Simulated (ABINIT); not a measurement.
# HfGe (P4/mmm) in ABINIT: equation of state

Aim: energy against volume of HfGe in PBE, for its equilibrium volume and stiffness.

Program: ABINIT 10.8.3 (patched build). These are calculated values, not measurements. Logs are shortened: lines on timing, memory, paths and dates and some standing lists are left out, and cuts for length are marked. The log counts tension as positive stress, the text compression.

**1. The crystal as given**

Symmetry: P4/mmm, No. 123, tetragonal system. Conventional cell: a = 3.220 Å, b = 3.220 Å, c = 4.108 Å, α = 90.00°, β = 90.00°, γ = 90.00°. Hf (site symmetry 4/mmm) is surrounded by 4 Ge at 2.28 Å. Around Ge (site symmetry 4/mmm) lie 4 Hf at 2.28 Å.

The cell was built by a generator and needn't be a form met in nature.

**2. Equation of state, PBE**

File run.abi:

```
ndtset 7
getwfk -1
scalecart1 3*0.9795861087
scalecart2 3*0.9864848297
scalecart3 3*0.9932883884
scalecart4 3*1.0000000000
scalecart5 3*1.0066227096
scalecart6 3*1.0131594038
scalecart7 3*1.0196128224

pp_dirpath "./"
pseudos "Hf.GGA_PBE-JTH.xml, Ge.GGA_PBE-JTH.xml"

acell 3*1.0
rprim
     6.0842869528     0.0000000000     0.0000000000
     0.0000000000     6.0842869528     0.0000000000
     0.0000000000     0.0000000000     7.7638031558
ntypat 2
znucl 72 32
natom 2
typat 1 2
xred
     0.5000000000     0.5000000000     0.0000000000
     0.0000000000     0.0000000000     0.0000000000

ecut 22.0
pawecutdg 44.0
pawxcdev 0
pawovlp 30

kptopt 1
ngkpt 8 8 7
nshiftk 1
shiftk 0.0 0.0 0.0

ixc 11

nband 17
occopt 3
tsmear 0.05 eV

nstep 100
tolvrs 1.0e-9

iomode 3
prtwf 1
prtden 0
prteig 0
prtebands 0
enunit 2
```

Potentials or basis: JTH PAW PBE v2.0.

The run is started by

```console
$ abinit run.abi > log 2>&1
```

run.abo:

```text
.Version 10.8.3 of ABINIT
 DATASET    1 : space group P4/m m m (#123); Bravais tP (primitive tetrag.)
================================================================================
 Values of the parameters that define the memory need for DATASET  1.
     intxc =       0    ionmov =       0      iscf =      17    lmnmax =      18
     lnmax =       6     mgfft =      36  mpssoang =       3    mqgrid =    3001
     natom =       2  nloc_mem =       2    nspden =       1   nspinor =       1
    nsppol =       1      nsym =      16    n1xccc =       1    ntypat =       2
    occopt =       3   xclevel =       2
       mpw =        1346          nfft =       26244          nkpt =          60
 PAW method is used; the additional fine FFT grid is defined by:
   mgfftf=        48    nfftf =     62208
================================================================================
================================================================================
[... 71 lines left out ...]
 DATASET    7 : space group P4/m m m (#123); Bravais tP (primitive tetrag.)
================================================================================
 Values of the parameters that define the memory need for DATASET  7.
     intxc =       0    ionmov =       0      iscf =      17    lmnmax =      18
     lnmax =       6     mgfft =      36  mpssoang =       3    mqgrid =    3001
     natom =       2  nloc_mem =       2    nspden =       1   nspinor =       1
    nsppol =       1      nsym =      16    n1xccc =       1    ntypat =       2
    occopt =       3   xclevel =       2
       mpw =        1526          nfft =       32400          nkpt =          60
 PAW method is used; the additional fine FFT grid is defined by:
   mgfftf=        48    nfftf =     76800
================================================================================
================================================================================

--------------------------------------------------------------------------------
------------- Echo of variables that govern the present computation ------------
--------------------------------------------------------------------------------
 -outvars: echo values of preprocessed input variables --------
            acell      1.0000000000E+00  1.0000000000E+00  1.0000000000E+00 Bohr
              amu      1.78490000E+02  7.26100000E+01
             ecut      2.20000000E+01 Hartree
           enunit           2
           getwfk          -1
                       outvar_i_n : Printing only first  50 k-points.
              ixc          11
           jdtset        1    2    3    4    5    6    7
                       outvar_i_n : Printing only first  50 k-points.
         kptrlatt        8    0    0      0    8    0      0    0    7
          kptrlen1     4.76806638E+01
          kptrlen2     4.80164542E+01
          kptrlen3     4.83476127E+01
          kptrlen4     4.86742956E+01
          kptrlen5     4.89966513E+01
          kptrlen6     4.93148203E+01
          kptrlen7     4.96289359E+01
            natom           2
            nband          17
           ndtset           7
            ngfft1         27      27      36
            ngfft2         27      27      36
            ngfft3         27      27      36
            ngfft4         27      27      36
            ngfft5         27      27      36
            ngfft6         30      30      36
            ngfft7         30      30      36
          ngfftdg1         36      36      48
          ngfftdg2         36      36      48
          ngfftdg3         40      40      48
          ngfftdg4         40      40      48
          ngfftdg5         40      40      48
          ngfftdg6         40      40      48
          ngfftdg7         40      40      48
             nkpt          60
            nstep         100
             nsym          16
           ntypat           2
                       prtocc : prtvol=0, do not print more k-points.
           occopt           3
        pawecutdg      4.40000000E+01 Hartree
          pawovlp      3.0000000000E+01
         pawxcdev           0
           prtden           0
        prtebands           0
           prteig           0
[... 14 lines left out ...]
                       0.0000000000E+00  0.0000000000E+00  7.8152205695E+00
            rprim6     6.1643525416E+00  0.0000000000E+00  0.0000000000E+00
                       0.0000000000E+00  6.1643525416E+00  0.0000000000E+00
                       0.0000000000E+00  0.0000000000E+00  7.8659701766E+00
            rprim7     6.2036169922E+00  0.0000000000E+00  0.0000000000E+00
                       0.0000000000E+00  6.2036169922E+00  0.0000000000E+00
                       0.0000000000E+00  0.0000000000E+00  7.9160732482E+00
          spgroup         123
           tolvrs      1.00000000E-09
           tsmear      1.83746611E-03 Hartree
            typat      1  2
           useylm           1
                       outvars : Printing only first  50 k-points.
           xangst1     1.5769700431E+00  1.5769700431E+00  0.0000000000E+00
                       0.0000000000E+00  0.0000000000E+00  0.0000000000E+00
           xangst2     1.5880758318E+00  1.5880758318E+00  0.0000000000E+00
                       0.0000000000E+00  0.0000000000E+00  0.0000000000E+00
           xangst3     1.5990284251E+00  1.5990284251E+00  0.0000000000E+00
                       0.0000000000E+00  0.0000000000E+00  0.0000000000E+00
           xangst4     1.6098329989E+00  1.6098329989E+00  0.0000000000E+00
                       0.0000000000E+00  0.0000000000E+00  0.0000000000E+00
           xangst5     1.6204944554E+00  1.6204944554E+00  0.0000000000E+00
                       0.0000000000E+00  0.0000000000E+00  0.0000000000E+00
           xangst6     1.6310174414E+00  1.6310174414E+00  0.0000000000E+00
                       0.0000000000E+00  0.0000000000E+00  0.0000000000E+00
           xangst7     1.6414063676E+00  1.6414063676E+00  0.0000000000E+00
                       0.0000000000E+00  0.0000000000E+00  0.0000000000E+00
            xcart1     2.9800414902E+00  2.9800414902E+00  0.0000000000E+00
                       0.0000000000E+00  0.0000000000E+00  0.0000000000E+00
            xcart2     3.0010283892E+00  3.0010283892E+00  0.0000000000E+00
                       0.0000000000E+00  0.0000000000E+00  0.0000000000E+00
            xcart3     3.0217257910E+00  3.0217257910E+00  0.0000000000E+00
                       0.0000000000E+00  0.0000000000E+00  0.0000000000E+00
            xcart4     3.0421434764E+00  3.0421434764E+00  0.0000000000E+00
                       0.0000000000E+00  0.0000000000E+00  0.0000000000E+00
            xcart5     3.0622907092E+00  3.0622907092E+00  0.0000000000E+00
                       0.0000000000E+00  0.0000000000E+00  0.0000000000E+00
            xcart6     3.0821762708E+00  3.0821762708E+00  0.0000000000E+00
                       0.0000000000E+00  0.0000000000E+00  0.0000000000E+00
            xcart7     3.1018084961E+00  3.1018084961E+00  0.0000000000E+00
                       0.0000000000E+00  0.0000000000E+00  0.0000000000E+00
             xred      5.0000000000E-01  5.0000000000E-01  0.0000000000E+00
                       0.0000000000E+00  0.0000000000E+00  0.0000000000E+00
            znucl       72.00000   32.00000

================================================================================

 chkinp: Checking input parameters for consistency, jdtset=   1.

 chkinp: Checking input parameters for consistency, jdtset=   2.
[... 40 lines left out ...]
 getcut: wavevector=  0.0000  0.0000  0.0000  ngfft=  36  36  48
         ecut(hartree)=     44.000   => boxcut(ratio)=   2.02283

--- Pseudopotential description ------------------------------------------------
- pspini: atom type   1  psp file is ./Hf.GGA_PBE-JTH.xml
 Pseudopotential format is: paw10
 basis_size (lnmax)=  6 (lmn_size= 18), orbitals=   0   0   1   1   2   2
 Spheres core radius: rc_sph= 2.41119446
 Shapefunction is SIN type: shapef(r)=[sin(pi*r/rshp)/(pi*r/rshp)]**2
 Radius for shape functions =  2.41119446
 Compensation charge density is not taken into account in XC energy/potential

- pspini: atom type   2  psp file is ./Ge.GGA_PBE-JTH.xml
 Pseudopotential format is: paw10
 basis_size (lnmax)=  6 (lmn_size= 18), orbitals=   0   0   1   1   2   2
 Spheres core radius: rc_sph= 2.30476891
 Shapefunction is SIN type: shapef(r)=[sin(pi*r/rshp)/(pi*r/rshp)]**2
 Radius for shape functions =  1.99988291
 Compensation charge density is not taken into account in XC energy/potential

   2.94038688E+03                                ecore*ucvol(ha*bohr**3)
--------------------------------------------------------------------------------

================================================================================

--- !BeginCycle
iteration_state: {dtset: 1, }
solver: {iscf: 17, nstep: 100, nline: 4, wfoptalg: 10, }
tolerances: {tolvrs: 1.00E-09, }
...
[... 1316 lines left out ...]
-Cartesian components of stress tensor (GPa)         [Pressure=  4.7497E+01 GPa]
- sigma(1 1)= -7.21921394E+01  sigma(3 2)=  0.00000000E+00
- sigma(2 2)= -7.21921394E+01  sigma(3 1)=  0.00000000E+00
- sigma(3 3)=  1.89252595E+00  sigma(2 1)=  0.00000000E+00

== END DATASET(S) ==============================================================
================================================================================

 -outvars: echo values of variables after computation  --------
            acell      1.0000000000E+00  1.0000000000E+00  1.0000000000E+00 Bohr
           etotal1    -1.4542525148E+02
           etotal2    -1.4543991328E+02
           etotal3    -1.4545344909E+02
           etotal4    -1.4546597438E+02
           etotal5    -1.4547753933E+02
           etotal6    -1.4548818956E+02
           etotal7    -1.4549798018E+02
            fcart1    -0.0000000000E+00 -0.0000000000E+00 -0.0000000000E+00
                      -0.0000000000E+00 -0.0000000000E+00 -0.0000000000E+00
            fcart2    -0.0000000000E+00 -0.0000000000E+00 -0.0000000000E+00
                      -0.0000000000E+00 -0.0000000000E+00 -0.0000000000E+00
            fcart3    -0.0000000000E+00 -0.0000000000E+00 -0.0000000000E+00
                      -0.0000000000E+00 -0.0000000000E+00 -0.0000000000E+00
            fcart4    -0.0000000000E+00 -0.0000000000E+00 -0.0000000000E+00
                      -0.0000000000E+00 -0.0000000000E+00 -0.0000000000E+00
            fcart5    -0.0000000000E+00 -0.0000000000E+00 -0.0000000000E+00
                      -0.0000000000E+00 -0.0000000000E+00 -0.0000000000E+00
[... 38 lines left out ...]
                       0.0000000000E+00  0.0000000000E+00  0.0000000000E+00
           xangst1     1.5769700431E+00  1.5769700431E+00  0.0000000000E+00
                       0.0000000000E+00  0.0000000000E+00  0.0000000000E+00
           xangst2     1.5880758318E+00  1.5880758318E+00  0.0000000000E+00
                       0.0000000000E+00  0.0000000000E+00  0.0000000000E+00
           xangst3     1.5990284251E+00  1.5990284251E+00  0.0000000000E+00
                       0.0000000000E+00  0.0000000000E+00  0.0000000000E+00
           xangst4     1.6098329989E+00  1.6098329989E+00  0.0000000000E+00
                       0.0000000000E+00  0.0000000000E+00  0.0000000000E+00
           xangst5     1.6204944554E+00  1.6204944554E+00  0.0000000000E+00
                       0.0000000000E+00  0.0000000000E+00  0.0000000000E+00
           xangst6     1.6310174414E+00  1.6310174414E+00  0.0000000000E+00
                       0.0000000000E+00  0.0000000000E+00  0.0000000000E+00
           xangst7     1.6414063676E+00  1.6414063676E+00  0.0000000000E+00
                       0.0000000000E+00  0.0000000000E+00  0.0000000000E+00
             xred      5.0000000000E-01  5.0000000000E-01  0.0000000000E+00
                       0.0000000000E+00  0.0000000000E+00  0.0000000000E+00
 Calculation completed.
```

Wall time 3.9 min (1 thread of Intel Xeon Platinum 8488C (Sapphire Rapids), shared host); peak memory 0.19 GiB.

What came out:

```
Equilibrium volume : outside the volumes run
```

Energy against volume, from the lowest point:
```tsv
volume (Å³/atom)	energy (meV/atom)
20.017	989.52
20.443	790.04
20.869	605.88
21.294	435.46
21.720	278.11
22.146	133.21
22.572	0.00
```

Caveat: the atomic spheres overlap. The run has no spin-orbit coupling, so splittings on Hf are missing.
